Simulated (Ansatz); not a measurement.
# Sc2Hg: the cost of one run

Program: Ansatz 0.2.0. Level of theory: DFT PBE, scalar-relativistic, plane waves, PAW. These are calculated values, not measurements.

1 further run of the same task is left out (it didn't finish).

## Step 1: The starting structure

It takes space group Fm-3m (No. 225, cubic). The conventional cell has a = 6.459 Å, b = 6.459 Å, c = 6.459 Å, α = 90.00°, β = 90.00°, γ = 90.00°. Sc (site symmetry -43m) has 4 Hg at 2.80 Å as nearest neighbours. Around Hg (site symmetry m-3m) lie 8 Sc at 2.80 Å.

As a file:

```xyz
3
Lattice="0.0000 3.2295 3.2295 3.2295 0.0000 3.2295 3.2295 3.2295 0.0000" Properties=species:S:1:pos:R:3 pbc="T T T"
Sc    1.6147    1.6147    1.6147
Sc    4.8442    4.8442    4.8442
Hg    0.0000    0.0000    0.0000
```

The cell is invented: species swapped into a database cell of Al2Au (Fm-3m, No. 225), with Sc on the Al sites and Hg on the Au sites. The dimensions are guesses.

## Step 2: A first look at the guess

The input, input.yaml:

```yaml
crystal:
  lattice:
    - [0.0, 3.22946777, 3.22946777]
    - [3.22946777, 0.0, 3.22946777]
    - [3.22946777, 3.22946777, 0.0]
  atoms:
    - { symbol: Sc, position: [0.25, 0.25, 0.25] }
    - { symbol: Sc, position: [0.75, 0.75, 0.75] }
    - { symbol: Hg, position: [0.0, 0.0, 0.0] }
basis:
  ecutwfc: 420
kpoints:
  mp_grid: { grid: [6, 6, 6] }
hamiltonian:
  xc: pbe
scf:
  occupations: { method: gaussian, width: 0.1 }
  lower_state_search: "off"
output:
  forces: true
  stress: true
  eigenvalues: true
```

The run is started by

```sh
> ansatz run input.yaml --threads 1 --pin off --max-ram 2048MiB --backend cpu --events-out ev --progress --plain --runs-dir out
```

Q: Estimate wall time and peak memory on 1 thread of Intel Xeon 6975P-C (Granite Rapids), shared host.

About 1.1 s, with a peak of 0.37 GiB.
